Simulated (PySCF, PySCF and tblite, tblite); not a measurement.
# C6H8N2: conformers and averaged spectra, part 3 of 3

PySCF and tblite. Atoms count from 0. Earlier steps stand in the parts before.

## 13. The ensemble: properties at B97-2/pcSseg-1 in benzene

Job settings and geometry (Å):

```
{"job": {"study": "conf", "smiles": "[H]/N=C\\C(C)=C\\CC#N", "search": {"seed": 3670, "n_embed": 90, "ff_keep": 18, "window": 3.0, "nmax": 8, "temps": [200, 250, 298.15, 350, 400], "t_ref": 298.15, "order": 0.002}, "level": {"nmr": {"xc": "B97-2", "basis": "pcSseg-1", "solvent": "benzene"}, "sp": {"xc": "PBE0", "basis": "def2-SVP", "solvent": "benzene"}, "j": {"xc": "B3LYP", "basis": {"default": "6-31G*", "H": "pcJ-1"}, "nuclei": ["H", "F", "P", "Si", "B"]}}, "kind": "conf"}, "charge": 0, "multiplicity": 1}
C     -0.638517     0.325162    -1.212267
C     -0.542531     0.081954     0.263280
C     -1.659548     0.553577     1.094132
N     -2.718923     1.131732     0.737677
C      0.477922    -0.538239     0.863232
C      1.689724    -1.102091     0.169334
C      2.486079    -0.037432    -0.395169
N      3.103321     0.816191    -0.837786
H     -0.778999     1.389726    -1.400578
H     -1.495399    -0.208790    -1.625839
H      0.257836     0.010502    -1.737285
H     -1.555591     0.371686     2.161421
H     -2.807270     1.298406    -0.263965
H      0.465984    -0.648590     1.938986
H      2.310418    -1.657964     0.875922
H      1.397895    -1.776887    -0.642506
```

What it wrote:

```text
conformer  sym    E(xTB)   E(DFT)   G(298.15 K)  weight  dipole/D
    1     C1      0.000    0.000    0.000   0.9926    3.773
    2     C1      0.323    3.519    3.594   0.0023    3.875
    3     C1      0.621    3.281    3.128   0.0051    3.656

mean shielding (ppm) by class
class atoms           200 K      250 K   298.15 K      350 K      400 K
  0 C  0            173.149    173.137     173.11    173.061    172.993
  1 C  1             40.323     40.328      40.34     40.362     40.391
  2 C  2             15.029     15.031     15.036     15.044     15.055
  3 N  3            -65.007    -65.007    -65.008    -65.011    -65.015
  4 C  4             52.528      52.55       52.6     52.692     52.818
  5 C  5            169.612    169.612    169.613    169.614    169.614
  6 C  6             65.183     65.184     65.187     65.192     65.199
  7 N  7            -15.173    -15.171    -15.167     -15.16    -15.149
  8 H  8,9,10        29.789     29.789     29.788     29.787     29.786
  9 H  11             23.78      23.78      23.78     23.781     23.781
 10 H  12            21.159     21.158     21.154     21.148      21.14
 11 H  13            25.679     25.679     25.678     25.677     25.676
 12 H  14,15         28.501     28.501     28.501     28.501     28.501
```

Run time: 2.4 min. Hardware: 1 thread of Arm Neoverse V2, shared host. This counts the runs that the step sums up.

The search (ETKDG and KDG, MMFF94s, GFN2-xTB) embedded 90 structures, kept 3 distinct ones after the force field and 3 after xTB; 3 were carried on (window 3.0 kcal/mol at the search's own energies). Energies: PBE0/def2-SVP in benzene with D3(BJ).

Conformer by conformer (298 K):

```
no.  group  mirror pair  ΔE xTB  ΔE DFT    ΔG  weight (%)  μ (D)  C0–C1–C2–N3 (°)  C1–C4–C5–C6 (°)     A, B, C (GHz)
  1     C1          yes    0.00    0.00  0.00        99.3   3.77                1               67  4.71, 1.08, 0.99
  2     C1          yes    0.32    3.52  3.59         0.2   3.88             -161               74  3.90, 1.15, 1.06
  3     C1          yes    0.62    3.28  3.13         0.5   3.66             -166               64  4.00, 1.16, 1.05
```

Energies in kcal/mol. ΔG holds xTB vibrations and rotation, symmetry numbers and mirror pairs.

Weights (%) by temperature:

```
no.  200 K  250 K  298 K  350 K  400 K
  1   99.9   99.7   99.3   98.4   97.2
  3    0.0    0.2    0.5    1.1    1.8
  2    0.0    0.1    0.2    0.5    1.0
```

How the weights hang on the way they are made:

```
                                  scheme    1   3   2  mean μ (D)
                         DFT free energy   99   1   0        3.77
            DFT energy, symmetry counted   99   0   0        3.77
                        DFT energy alone   99   0   0        3.77
            xTB energy, symmetry counted   52  18  30        3.78
                         xTB free energy   51  23  26        3.77
                   lowest conformer only  100   0   0        3.77
                           equal weights   33  33  33        3.77
conformers found from three starts alone  100   0   0        3.77
```

Shifts against references run at the same level ($^{1}$H TMS 31.81, $^{13}$C TMS 186.6 ppm of shielding), by class of atoms, at 298 K:

```
      atoms                          environment      no. 1      no. 3      no. 2    average
         C2             carbon bonded to C, N, H      171.6      170.1      171.5      171.6
         C1                 carbon bonded to 3 C      146.3      143.5      144.4      146.2
         C4              carbon bonded to 2 C, H      134.1      122.6      125.2      134.0
         C6                carbon bonded to C, N      121.4      121.1      120.3      121.4
         C5            carbon bonded to 2 C, 2 H       17.0       16.7       17.2       17.0
         C0              carbon bonded to C, 3 H       13.4       19.9       17.7       13.5
        H12   hydrogen on a nitrogen bonded to C      10.65      11.41      11.30      10.66
        H11  hydrogen on a carbon bonded to C, N       8.03       7.96       8.03       8.03
        H13   hydrogen on a carbon bonded to 2 C       6.13       6.23       6.27       6.13
   H14, H15   hydrogen on a carbon bonded to 2 C       3.31       3.32       3.24       3.31
H8, H9, H10     hydrogen on a carbon bonded to C       2.02       2.12       2.14       2.02
         N3              nitrogen bonded to C, H  -65.0 (σ)  -64.4 (σ)  -67.0 (σ)  -65.0 (σ)
         N7                 nitrogen bonded to C  -15.2 (σ)  -14.7 (σ)  -13.6 (σ)  -15.2 (σ)
```

Couplings (Hz, B3LYP/6-31G*+pcJ-1; one pair named for each class), from conformers that hold 100 % of the weight:

```
   pair  bonds  no. 1  no. 3  no. 2  average
H14–H15      2  -17.9  -18.3  -17.3    -17.9
  H8–H9      2  -16.2  -16.5  -16.7    -16.2
H11–H12      3   26.4   26.8   26.5     26.4
H13–H14      3    7.8    7.8    8.3      7.8
 H8–H13      4   -2.4   -2.8   -2.7     -2.4
 H8–H11      4   -0.7   -0.2   -0.4     -0.7
```

Effective distances for nuclear Overhauser effects, ⟨r⁻⁶⟩^(−1/6) over all pairs of two classes (Å): H11···H13 2.28; H8···H12 2.52; H13···H14 2.55; H11···H12 2.88; H8···H14 3.09; H8···H11 3.89; H8···H13 3.95; H12···H13 4.05.

## 14. Outcome

What follows sums up all 3 parts.

| quantity | value |
| --- | --- |
| conformers | 3; the first in weight is no. 1 (C1), 99 % at 298 K |
| root-mean-square dipole | 3.77 D |
| averaged $^{13}$C shifts (B97-2/pcSseg-1 in benzene) | 171.6, 146.2, 134.0, 121.4, 17.0, 13.5 ppm |
| averaged $^{1}$H shifts (B97-2/pcSseg-1 in benzene) | 10.66, 8.03, 6.13, 3.31, 2.02 ppm |

What this shows: At 298 K conformer 1 holds 99 % of the ensemble (100 % at 200 K, 97 % at 400 K). Conformer 3 (1 % of the weight) has an imaginary mode: no true minimum, yet counted in the averages. Protons on O, N, S or Se exchange and bind to solvent, so their values hold for the lone molecule only.
